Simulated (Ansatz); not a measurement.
The system is AlO2.

```
CELL_PARAMETERS angstrom
1.48816 -5.40283 0.00000
1.48816 5.40283 0.00000
0.00000 0.00000 3.64661
ATOMIC_POSITIONS crystal
Al 0.66813 0.33187 0.75000
Al 0.33187 0.66813 0.25000
O 0.06107 0.93893 0.75000
O 0.93893 0.06107 0.25000
O 0.29418 0.70582 0.75000
O 0.70582 0.29418 0.25000
```

The cell comes from a database or a generator and needn't be the stable form of this composition.

```yaml
Program: Ansatz 0.2.0
Task: relaxation of cell and atoms
Functional: PBEsol
Potentials_or_basis: Ansatz PAW
Cutoff: "420 eV (not typed: the program's choice for these potentials)"
k_mesh: 9 × 9 × 7
Occupations: fermi-dirac, width 0.05 eV
Spin: no spin polarisation
```

At the start: volume 9.77 Å³/atom.

How do energy, volume and symmetry change on relaxing?

It ends after 13 steps and the volume is 8.59 Å³/atom (-12.1 %); space group Cmcm (No. 63, to 0.05 Å).

Step by step:
```csv
step,energy change (eV),largest force (eV/Å),volume (Å³)
1,0.0000,0.6407,58.64
2,-0.3638,1.8085,55.02
3,-0.7123,1.5392,52.23
4,-0.7477,1.1744,49.29
5,-0.9258,0.2319,52.18
6,-0.9356,0.0989,51.74
7,-0.9368,0.0297,51.70
8,-0.9367,0.0045,51.73
9,-0.9366,0.0012,51.74
10,-0.9172,0.0011,51.74
11,-0.9191,0.0166,51.53
12,-0.9191,0.0005,51.53
13,-0.9178,0.0004,51.53
```

Final structure:
```cif
data_structure
_symmetry_space_group_name_H-M 'P 1'
_symmetry_Int_Tables_number 1
_cell_length_a 5.1356
_cell_length_b 5.1356
_cell_length_c 3.5919
_cell_angle_alpha 90.000
_cell_angle_beta 90.000
_cell_angle_gamma 147.047
_cell_volume 51.53
loop_
_atom_site_label
_atom_site_type_symbol
_atom_site_fract_x
_atom_site_fract_y
_atom_site_fract_z
_atom_site_occupancy
Al1 Al 0.66171 0.33829 0.75000 1
Al2 Al 0.33829 0.66171 0.25000 1
O1 O 0.02833 0.97167 0.75000 1
O2 O 0.97167 0.02833 0.25000 1
O3 O 0.29509 0.70491 0.75000 1
O4 O 0.70491 0.29509 0.25000 1
```

Caveat: the plane-wave basis is chosen anew once the cell has moved, so the energies of steps on either side of that aren't comparable; the pressure holds a Pulay correction of +1.0 GPa for the finite cutoff; the PAW data sets come from PBE, with cores solved anew for the run's functional, which leaves a small shift of forces and pressure.
